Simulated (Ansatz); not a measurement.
# Be (hcp type): the cost of one run

Method: DFT PBE, with the methods named in each step, in Ansatz 0.2.0.

**1. The system as given**

The structure is hexagonal, space group P6_3/mmc (No. 194). The conventional cell has a = 2.262 Å, b = 2.262 Å, c = 3.566 Å, α = 90.00°, β = 90.00°, γ = 120.00°. Be (site symmetry -6m2) has 12 Be at 2.21 to 2.26 Å in its first shell of neighbours.

Coordinates:

```xyz
2
Lattice="2.2624 0.0000 0.0000 -1.1312 1.9593 0.0000 0.0000 0.0000 3.5660" Properties=species:S:1:pos:R:3 pbc="T T T"
Be    0.0000    1.3062    0.8915
Be    1.1312    0.6531    2.6745
```

Whether this phase is the stable one at these pressures isn't tested.

Atoms are numbered in the order of the input: Be1, Be2.

**2. The reference volume, LAPW**

The input, input.yaml:

```yaml
crystal:
  lattice:
    - [2.2624060542, 0.0, 0.0]
    - [-1.1312030271, 1.9593011166, 0.0]
    - [0.0, 0.0, 3.5660261552]
  atoms:
    - { symbol: Be, position: [0.3333333333, 0.6666666667, 0.25] }
    - { symbol: Be, position: [0.6666666667, 0.3333333333, 0.75] }
kpoints:
  mp_grid: { grid: [19, 19, 11] }
  band_path:
    path:
      - [0.0, 0.0, 0.0]
      - [0.5, 0.0, 0.0]
      - [0.3333333333, 0.3333333333, 0.0]
      - [0.0, 0.0, 0.0]
      - [0.0, 0.0, 0.5]
      - [0.5, 0.0, 0.5]
      - [0.3333333333, 0.3333333333, 0.5]
      - [0.0, 0.0, 0.5]
      - [0.5, 0.0, 0.5]
    npoints: 14
scf:
  occupations: { method: fermi_dirac, width: 0.08 }
hamiltonian:
  xc: pbe
  pseudopotentials: { kind: all_electron, lapw: { basis_error: 0.001 } }
output:
  forces: true
  stress: true
  eigenvalues: true
  populations: true
  dos: { projected: true, de: 0.2, e_range: [-14, 8] }
```

Command:

```sh
ansatz run input.yaml --threads 1 --pin off --max-ram 2048MiB --backend cpu --events-out ev --progress --plain --runs-dir out
```

**Question.** How long does this run take on 1 thread of Arm Neoverse V1, shared host, and how much memory does it need?

About 6.7 s, with a peak of 0.24 GiB.
